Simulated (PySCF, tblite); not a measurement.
# C₁₆H₁₂N+: electronic excitations, NMR shifts

Aim: compute the electronic excitations, NMR shifts of C₁₆H₁₂N+ (`C[n+]1c2ccccc3cccc4ccc1c4c32`).

Programs: tblite 0.8.0 and PySCF 2.14.0, with routines of our own; each step states its level. All values are computed. Atoms count from 0.

### 1 The starting structure

29 atoms, charge 1, multiplicity 1; geometry from: force field, distance geometry or constructed start.

### 2 Geometry optimisation with GFN2-xTB

Job settings and geometry (Å):

```
{"job": {"kind": "relax", "xc": "GFN2-xTB", "basis": "xTB"}, "charge": 1, "multiplicity": 1}
C      0.066300    -3.448300    -0.363700
N     -0.181400    -2.014100    -0.256100
C      0.926900    -1.017400     0.051800
C      2.215000    -1.293000     0.239800
C      3.277800    -0.368600     0.535400
C      3.217600     0.961900     0.663100
C      2.100200     1.874100     0.565400
C      0.793400     1.658700     0.318400
C     -0.059000     2.870400     0.299600
C     -1.385500     3.034800     0.088900
C     -2.431800     2.069300    -0.201700
C     -2.257500     0.750700    -0.311800
C     -3.240900    -0.288500    -0.590800
C     -2.669200    -1.520800    -0.632900
C     -1.243800    -1.311100    -0.358700
C     -1.015100     0.101700    -0.159400
C      0.277500     0.311500     0.082700
H      0.768400    -3.626600    -1.177100
H     -0.882700    -3.951800    -0.579000
H      0.464900    -3.812900     0.588900
H      2.555800    -2.325800     0.195600
H      4.259800    -0.829300     0.652800
H      4.167800     1.474500     0.891700
H      2.427300     2.896700     0.736300
H      0.475800     3.807700     0.495500
H     -1.764200     4.060200     0.135300
H     -3.425000     2.495400    -0.328300
H     -4.288800    -0.082100    -0.755400
H     -3.161600    -2.460200    -0.819600
```

Launch:

```console
$ OMP_NUM_THREADS=1 python large_run.py task.json out
```

This one command runs all jobs of the session in turn.

Log:

```text
step      E/eV     max force
  0   -1165.37573    4.933
  1   -1165.94450    2.510
  2   -1166.07421    0.825
  3   -1166.12949    0.662
  4   -1166.18259    0.645
  5   -1166.21354    0.518
  6   -1166.24003    0.340
  7   -1166.25777    0.288
  8   -1166.26738    0.177
  9   -1166.27159    0.158
 10   -1166.27518    0.151
 11   -1166.27879    0.174
 12   -1166.28164    0.135
 13   -1166.28357    0.115
 14   -1166.28517    0.079
 15   -1166.28670    0.068
 16   -1166.28777    0.053
 17   -1166.28838    0.045
 18   -1166.28882    0.049
 19   -1166.28926    0.048
 20   -1166.28964    0.042
 21   -1166.28990    0.039
 22   -1166.29011    0.032
 23   -1166.29030    0.028
 24   -1166.29046    0.024
 25   -1166.29057    0.019
```

Wall time 0.6 s (1 thread of AMD EPYC 7B13, shared host); peak memory 0.18 GiB.

The steps of the relaxation:

| step | energy from step 0 (eV) | largest force (eV/Å) |
| --- | --- | --- |
| 0 | 0.0000 | 4.9330 |
| 1 | -0.5688 | 2.5100 |
| 2 | -0.6985 | 0.8250 |
| 3 | -0.7538 | 0.6618 |
| 4 | -0.8069 | 0.6455 |
| 5 | -0.8378 | 0.5181 |
| 6 | -0.8643 | 0.3397 |
| 7 | -0.8820 | 0.2871 |
| 8 | -0.8917 | 0.1764 |
| 9 | -0.8959 | 0.1581 |
| 10 | -0.8995 | 0.1514 |
| 11 | -0.9031 | 0.1735 |
| 12 | -0.9059 | 0.1352 |
| 13 | -0.9078 | 0.1155 |
| 15 | -0.9110 | 0.0682 |
| 16 | -0.9120 | 0.0532 |
| 17 | -0.9126 | 0.0450 |
| 18 | -0.9131 | 0.0487 |
| 19 | -0.9135 | 0.0484 |
| 21 | -0.9142 | 0.0394 |
| 22 | -0.9144 | 0.0318 |
| 23 | -0.9146 | 0.0277 |
| 24 | -0.9147 | 0.0241 |
| 25 | -0.9148 | 0.0189 |

Distances of close pairs at the start and the end, largest changes first:

| bond | before (Å) | after (Å) | change (Å) |
| --- | --- | --- | --- |
| N1–C2 | 1.522 | 1.366 | -0.156 |
| N1–C14 | 1.278 | 1.358 | +0.080 |
| C5–C6 | 1.446 | 1.380 | -0.065 |
| C6–C7 | 1.347 | 1.408 | +0.061 |
| C4–C5 | 1.338 | 1.397 | +0.059 |
| C3–C4 | 1.439 | 1.381 | -0.058 |
| C2–C3 | 1.331 | 1.388 | +0.057 |
| C15–C16 | 1.332 | 1.382 | +0.051 |

The final coordinates are the input of the step that follows.

### 3 Electronic excitations: TDA CAM-B3LYP/6-31G*

Job settings and geometry (Å):

```
{"job": {"kind": "uv", "basis": "6-31G*", "grid": 1, "kgrid": 0, "vcut": 1.5, "nstates": 6, "ntriplets": 2, "tda": true, "delta": [], "pop": true, "xc": "CAM-B3LYP"}, "charge": 1, "multiplicity": 1}
C      0.123015    -3.336069    -0.339610
N     -0.073729    -1.915663    -0.220506
C      0.889158    -0.984184     0.048079
C      2.224983    -1.304492     0.246362
C      3.253207    -0.423890     0.521687
C      3.212683     0.964845     0.665289
C      2.160001     1.853341     0.577144
C      0.796285     1.620216     0.314347
C     -0.056279     2.776549     0.291281
C     -1.396546     2.979018     0.079730
C     -2.477444     2.103966    -0.203403
C     -2.347695     0.752989    -0.327295
C     -3.285535    -0.301268    -0.605077
C     -2.647992    -1.519369    -0.626037
C     -1.269226    -1.286343    -0.360800
C     -1.077252     0.084936    -0.178643
C      0.257044     0.336620     0.081338
H      0.814863    -3.566573    -1.151518
H     -0.836451    -3.800765    -0.555612
H      0.513989    -3.754152     0.589541
H      2.489945    -2.351111     0.178393
H      4.229813    -0.872559     0.643763
H      4.171778     1.418971     0.881808
H      2.427790     2.890525     0.735925
H      0.490663     3.692467     0.485796
H     -1.697323     4.018385     0.140020
H     -3.451791     2.557437    -0.323803
H     -4.334947    -0.148538    -0.771070
H     -3.114953    -2.468518    -0.810611
```

Method: TDA CAM-B3LYP/6-31G*, vertical, gas phase, core orbitals frozen in the response, virtual orbitals cut by energy.

Log:

```text
start: PBE on a coarse grid of 24517 points
cycle   1  E = -670.6402190138  dE =  3.155e+00  |g| = 6.490e-01  |ddm| = 6.675e+00
cycle   2  E = -670.3148722700  dE =  3.253e-01  |g| = 1.268e+00  |ddm| = 2.137e+00
cycle   3  E = -670.6955510730  dE = -3.807e-01  |g| = 4.424e-01  |ddm| = 1.825e+00
cycle   4  E = -670.7408842873  dE = -4.533e-02  |g| = 2.146e-01  |ddm| = 7.412e-01
cycle   5  E = -670.7522627516  dE = -1.138e-02  |g| = 1.246e-01  |ddm| = 4.004e-01
cycle   6  E = -670.7571379938  dE = -4.875e-03  |g| = 3.822e-02  |ddm| = 1.812e-01
cycle   7  E = -670.7575359185  dE = -3.979e-04  |g| = 1.560e-02  |ddm| = 6.336e-02
cycle   8  E = -670.7576058183  dE = -6.990e-05  |g| = 6.322e-03  |ddm| = 2.528e-02
final grid: 107526 points
cycle   9  E = -671.0098205017  dE = -1.104e-02  |g| = 5.024e-02  |ddm| = 5.156e-01
cycle  10  E = -671.0097514815  dE =  6.902e-05  |g| = 6.260e-02  |ddm| = 1.525e-01
cycle  11  E = -671.0107968028  dE = -1.045e-03  |g| = 1.517e-02  |ddm| = 8.329e-02
cycle  12  E = -671.0108872241  dE = -9.042e-05  |g| = 6.109e-03  |ddm| = 2.642e-02
cycle  13  E = -671.0109058594  dE = -1.864e-05  |g| = 2.217e-03  |ddm| = 1.228e-02
cycle  14  E = -671.0109134377  dE = -7.578e-06  |g| = 1.032e-03  |ddm| = 5.368e-03
cycle  15  E = -671.0109165028  dE = -3.065e-06  |g| = 5.141e-04  |ddm| = 5.330e-03
cycle  16  E = -671.0109158770  dE =  6.258e-07  |g| = 2.071e-04  |ddm| = 1.511e-03
cycle  17  E = -671.0109150580  dE =  8.190e-07  |g| = 1.179e-04  |ddm| = 6.903e-04
cycle  18  E = -671.0109168171  dE = -1.759e-06  |g| = 6.307e-05  |ddm| = 3.772e-04
converged SCF energy = -671.0109168171

Static polarisability (au): isotropic 183.515, principal 55.679 221.182 273.683

Singlet excitations
state   eV       nm        f      main configurations
  1   2.2891    541.6   0.01295   H->L 0.89
  2   2.9686    417.7   0.01031   H->L+1 0.57, H-1->L 0.40
  3   3.7973    326.5   0.00031   H->L+2 0.65, H-1->L+1 0.30
  4   4.1750    297.0   0.17607   H-1->L+1 0.31, H-1->L 0.19, H-2->L 0.17
  5   4.6184    268.5   0.63394   H-1->L 0.22, H-2->L+1 0.20, H-1->L+1 0.14
  6   4.7647    260.2   0.02024   H-1->L+2 0.77, H-2->L 0.13

Triplet excitations (Tamm-Dancoff, eV): 1.6896 2.1781
```

Wall time 47 s (1 thread of AMD EPYC 7B13, shared host); peak memory 0.66 GiB.

Frontier orbitals and where they lie:

```csv
orbital,eV,atoms
HOMO−4,-14.09,"C4 24 %, C5 15 %, C3 10 %"
HOMO−3,-13.53,"C10 18 %, C9 17 %, C6 12 %"
HOMO−2,-12.75,"C16 21 %, N1 18 %, C15 12 %"
HOMO−1,-11.30,"C13 22 %, C12 13 %, C8 10 %"
HOMO,-10.45,"C14 15 %, C15 14 %, C12 13 %"
LUMO,-5.35,"C9 13 %, C11 12 %, C13 10 %"
LUMO+1,-4.90,"C3 17 %, C12 12 %, C5 12 %"
LUMO+2,-4.07,"C10 15 %, C4 14 %, C7 11 %"
LUMO+3,-1.35,"C9 19 %, C8 14 %, C12 13 %"
```

With each of the 6 states as a Gaussian band of 0.4 eV half-width at 1/e, the curve within the window shown has maxima at 533 nm (ε 550), 430 nm (ε 460), 271 nm (ε 29,000) L/(mol cm). Beyond the last state computed it falls off for lack of states. The curve at chosen wavelengths:

```json
{"nm": "245", "ε (L/mol/cm)": "7909"}
{"nm": "265", "ε (L/mol/cm)": "27238"}
{"nm": "284", "ε (L/mol/cm)": "23333"}
{"nm": "304", "ε (L/mol/cm)": "11024"}
{"nm": "323", "ε (L/mol/cm)": "4155"}
{"nm": "343", "ε (L/mol/cm)": "1106"}
{"nm": "362", "ε (L/mol/cm)": "337"}
{"nm": "382", "ε (L/mol/cm)": "294"}
{"nm": "401", "ε (L/mol/cm)": "393"}
{"nm": "421", "ε (L/mol/cm)": "452"}
{"nm": "441", "ε (L/mol/cm)": "453"}
{"nm": "460", "ε (L/mol/cm)": "449"}
{"nm": "480", "ε (L/mol/cm)": "470"}
{"nm": "499", "ε (L/mol/cm)": "509"}
{"nm": "519", "ε (L/mol/cm)": "544"}
{"nm": "538", "ε (L/mol/cm)": "550"}
{"nm": "558", "ε (L/mol/cm)": "523"}
{"nm": "578", "ε (L/mol/cm)": "467"}
{"nm": "597", "ε (L/mol/cm)": "399"}
{"nm": "617", "ε (L/mol/cm)": "324"}
{"nm": "636", "ε (L/mol/cm)": "256"}
{"nm": "656", "ε (L/mol/cm)": "195"}
{"nm": "675", "ε (L/mol/cm)": "147"}
{"nm": "695", "ε (L/mol/cm)": "107"}
{"nm": "714", "ε (L/mol/cm)": "78"}
{"nm": "734", "ε (L/mol/cm)": "55"}
```

Ground-state properties from the same run:

| property | computed |
| --- | --- |
| polarisability (Å³) | 27.19 |
| HOMO–LUMO gap (eV) | 5.09 |
| −ε(HOMO) (eV) | 10.45 |

### 4 NMR shifts: GIAO PBE0/pcSseg-1

Settings changed since step 3:

```diff
@@ -1,2 +1,2 @@
-{"job": {"kind": "uv", "basis": "6-31G*", "grid": 1, "kgrid": 0, "vcut": 1.5, "nstates": 6, "ntriplets": 2, "tda": true, "delta": [], "pop": true, "xc": "CAM-B3LYP"}, "charge": 1, "multiplicity": 1}
+{"job": {"kind": "nmr", "xc": "PBE0", "basis": "pcSseg-1", "pop": false}, "charge": 1, "multiplicity": 1}
 C      0.123015    -3.336069    -0.339610
```

Level: GIAO PBE0/pcSseg-1 NMR shielding, non-relativistic, gas phase.

Log:

```text
start: PBE on a coarse grid of 24517 points
cycle   1  E = -670.2463090702  dE =  3.148e+00  |g| = 6.440e-01  |ddm| = 6.262e+00
cycle   2  E = -669.9056912959  dE =  3.406e-01  |g| = 1.300e+00  |ddm| = 2.105e+00
cycle   3  E = -670.2999766142  dE = -3.943e-01  |g| = 4.304e-01  |ddm| = 1.735e+00
cycle   4  E = -670.3400608984  dE = -4.008e-02  |g| = 2.218e-01  |ddm| = 7.019e-01
cycle   5  E = -670.3524748680  dE = -1.241e-02  |g| = 1.233e-01  |ddm| = 3.714e-01
cycle   6  E = -670.3571382791  dE = -4.663e-03  |g| = 3.747e-02  |ddm| = 1.765e-01
cycle   7  E = -670.3575038180  dE = -3.655e-04  |g| = 1.603e-02  |ddm| = 5.763e-02
cycle   8  E = -670.3575774788  dE = -7.366e-05  |g| = 6.249e-03  |ddm| = 2.432e-02
final grid: 228541 points
cycle   9  E = -670.5323561172  dE = -9.547e-03  |g| = 5.014e-02  |ddm| = 5.918e-01
cycle  10  E = -670.5314349600  dE =  9.212e-04  |g| = 7.295e-02  |ddm| = 1.418e-01
cycle  11  E = -670.5327310072  dE = -1.296e-03  |g| = 3.212e-02  |ddm| = 1.203e-01
cycle  12  E = -670.5330388463  dE = -3.078e-04  |g| = 5.183e-03  |ddm| = 4.165e-02
cycle  13  E = -670.5330459531  dE = -7.107e-06  |g| = 2.610e-03  |ddm| = 1.071e-02
cycle  14  E = -670.5330512755  dE = -5.322e-06  |g| = 5.048e-04  |ddm| = 3.301e-03
cycle  15  E = -670.5330497635  dE =  1.512e-06  |g| = 3.346e-04  |ddm| = 1.036e-03
cycle  16  E = -670.5330509576  dE = -1.194e-06  |g| = 7.186e-05  |ddm| = 4.481e-04
converged SCF energy = -670.5330509576

GIAO shielding tensors (ppm)
atom      isotropic    diamagn.    paramagn.     s11        s22        s33       span
  0 C      151.650     241.018     -89.368    130.927    138.659    185.363     54.436
  1 N       90.830     345.340    -254.510     13.176     73.984    185.330    172.154
  2 C       35.579     257.393    -221.813    -33.777     20.732    119.784    153.561
  3 C       54.080     257.326    -203.246    -40.850     36.020    167.071    207.921
  4 C       47.268     256.430    -209.162    -62.698     30.036    174.467    237.164
  5 C       40.178     256.871    -216.694    -74.921     25.912    169.541    244.462
  6 C       40.098     254.436    -214.338    -55.067     28.996    146.365    201.432
  7 C       37.550     255.751    -218.202    -41.017    -12.714    166.380    207.397
  8 C       35.953     253.758    -217.805    -59.607     28.591    138.876    198.484
  9 C       41.337     257.131    -215.794    -66.111     26.380    163.742    229.854
 10 C       40.534     252.494    -211.960    -52.271     12.640    161.234    213.505
 11 C       40.963     260.036    -219.073    -56.511     17.737    161.663    218.174
 12 C       45.682     250.170    -204.488    -42.143     29.566    149.625    191.767
 13 C       57.370     251.950    -194.581    -34.677     41.423    165.363    200.039
 14 C       34.878     261.347    -226.469    -27.757     18.689    113.701    141.459
 15 C       60.876     254.752    -193.876     -6.232     29.994    158.867    165.099
 16 C       49.831     253.606    -203.775    -34.496     17.238    166.750    201.246
 17 H       26.832      27.144      -0.312     20.381     25.595     34.521     14.140
 18 H       26.352      27.263      -0.912     17.909     27.820     33.327     15.418
 19 H       26.832      27.149      -0.318     20.372     25.606     34.516     14.144
 20 H       22.518      31.495      -8.977     14.601     23.208     29.745     15.144
 21 H       22.684      27.431      -4.747     16.253     24.171     27.628     11.375
 22 H       22.386      26.658      -4.272     15.927     23.877     27.354     11.427
 23 H       22.403      31.444      -9.040     15.141     23.564     28.505     13.364
 24 H       22.372      31.253      -8.881     14.783     23.462     28.872     14.088
 25 H       22.671      26.719      -4.048     16.346     24.170     27.496     11.151
 26 H       22.371      30.336      -7.965     16.202     23.518     27.392     11.190
 27 H       22.560      30.715      -8.155     16.978     24.685     26.018      9.040
 28 H       22.753      29.852      -7.100     16.824     24.740     26.694      9.869
```

Wall time 44 s (1 thread of AMD EPYC 7B13, shared host); peak memory 0.8 GiB.

The references, computed at this level on geometries of the same kind, shield at (ppm): ¹H TMS 31.72, ¹³C TMS 186.9, ¹⁵N NH3 267.7. Their shielding less the atom's gives the shift. The references are single molecules in the gas phase, so shifts against H2O, NH3, PH3, H3PO4 or CFCl3 are not on the usual liquid scales and can be off by tens of ppm. Atoms listed in one row are averaged.

```
        atoms                              environment  σ (ppm)  δ (ppm)
          C14              ring-fusion aromatic carbon     34.9    152.0
           C2              ring-fusion aromatic carbon     35.6    151.3
           C8                              aromatic CH     36.0    151.0
           C7              ring-fusion aromatic carbon     37.5    149.4
           C6                              aromatic CH     40.1    146.8
           C5                              aromatic CH     40.2    146.7
          C10                              aromatic CH     40.5    146.4
          C11              ring-fusion aromatic carbon     41.0    146.0
           C9                              aromatic CH     41.3    145.6
          C12                              aromatic CH     45.7    141.2
           C4                              aromatic CH     47.3    139.7
          C16              ring-fusion aromatic carbon     49.8    137.1
           C3                              aromatic CH     54.1    132.8
          C13                              aromatic CH     57.4    129.6
          C15              ring-fusion aromatic carbon     60.9    126.0
           C0                methyl carbon bonded to N    151.6     35.3
          H26               hydrogen on an aromatic CH    22.37     9.35
          H24               hydrogen on an aromatic CH    22.37     9.34
          H22               hydrogen on an aromatic CH    22.39     9.33
          H23               hydrogen on an aromatic CH    22.40     9.31
          H20               hydrogen on an aromatic CH    22.52     9.20
          H27               hydrogen on an aromatic CH    22.56     9.16
          H25               hydrogen on an aromatic CH    22.67     9.05
          H21               hydrogen on an aromatic CH    22.68     9.03
          H28               hydrogen on an aromatic CH    22.75     8.96
H17, H18, H19  hydrogen on a methyl carbon bonded to N    26.67     5.05
           N1                   cationic ring nitrogen     90.8    176.9
```

Ring of atoms N1, C2, C14, C15, C16: NICS(0) -16.8, NICS(1) -15.9, NICS(1)zz -40.0 ppm (means of both faces).

Ring of atoms C2, C3, C4, C5, C6, C7, C16: NICS(0) -7.4, NICS(1) -10.0, NICS(1)zz -24.4 ppm (means of both faces).

Ring of atoms C7, C8, C9, C10, C11, C15, C16: NICS(0) -3.4, NICS(1) -6.6, NICS(1)zz -13.8 ppm (means of both faces).

### 5 Results

```
                                                              quantity                                                                                                          value
                                     lowest singlet (CAM-B3LYP/6-31G*)                                                                                    2.29 eV (542 nm), f = 0.013
                              brightest single state of those computed                                                                                    state 5, 4.62 eV, f = 0.634
                                                        lowest triplet                                                                                                        1.69 eV
                                ¹³C shifts against TMS (PBE0/pcSseg-1)  152.0, 151.3, 151.0, 149.4, 146.8, 146.7, 146.4, 146.0, 145.6, 141.2, 139.7, 137.1, 132.8, 129.6 ppm and more
¹H shifts against TMS (PBE0/pcSseg-1, means over atoms taken as alike)                                                 9.35, 9.34, 9.33, 9.31, 9.20, 9.16, 9.05, 9.03, 8.96, 5.05 ppm
                                ¹⁵N shifts against NH3 (PBE0/pcSseg-1)                                                                                                      176.9 ppm
```

**Reading.** The first singlet state (HOMO→LUMO 0.89) lies at 2.29 eV and is weak; of the 6 states computed, the strongest absorption comes from state 5 at 4.62 eV. State 1 absorbs in the visible (542 nm). The lowest triplet lies 0.60 eV below the lowest singlet. NICS(1)zz of -40 ppm above the planar ring from N1 marks a diatropic (aromatic) ring current. NICS(1)zz of -24 ppm above the planar ring from C2 marks a diatropic (aromatic) ring current.
